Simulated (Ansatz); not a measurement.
**ZrF+ (triplet): wave-function methods side by side, def2-TZVPP**

An exercise on one series of results from a longer session: the logs are not shown, and one member is left open.

Method: def2-TZVPP, core rule «outside noble gas», up to 5 orbitals frozen; program: Ansatz 0.2.0, Gaussian basis.

Plan: UHF; ROHF; CCSD(T) on UHF.

## The geometry

The geometry is a PBE0/def2-TZVP stationary point (not a proven minimum) of the parent state, kept for this charge and spin. No spin-orbit coupling is included. Elements past krypton take def2 core potentials.

2 atoms, charge 1, spin multiplicity 3.

Atoms are counted from 1 here; the program's logs count them from 0.

Bond lengths: Zr1–F2 1.889 Å.

Geometry (Å):

```xyz
2

Zr    0.0000    0.0000    0.0000
F     0.0000    0.0000    1.8888
```

Set-up of the first run:

File in.yaml:

```yaml
crystal:
  periodic: [false, false, false]
  atoms:
    - {symbol: Zr, position_ang: [0.000000, 0.000000, 0.000000]}
    - {symbol: F, position_ang: [0.000000, 0.000000, 1.888800]}
basis:
  gaussian: {orbitals: def2-TZVPP}
total_charge: 1
magnetization: {spin_polarized: true, initial_magnetization: 2}
hamiltonian: {xc: hf}
output: {orbitals: {seedname: orbitals}}
```

Command:

```sh
$ ansatz run in.yaml --threads 1 --pin off --events-out ev --progress --plain --max-ram 4096MiB --backend cpu
```

Steps of the session up to this table: UHF; ROHF; CCSD(T) on UHF.

One of the session's tables, all rows but one given; the rest of the session is left out.

```
  method  from UCCSD(T) (meV)
    ROHF              +8488.4
     UHF              +8384.2
    UMP2               +243.1
   UCCSD                    ?
UCCSD(T)                    0
```

**Question.** Estimate the row for UCCSD.

**Answer.** from UCCSD(T) (meV): +317.5. In the column «from UCCSD(T) (meV)» it lies between UMP2 (+243.1) and UHF (+8384.2).
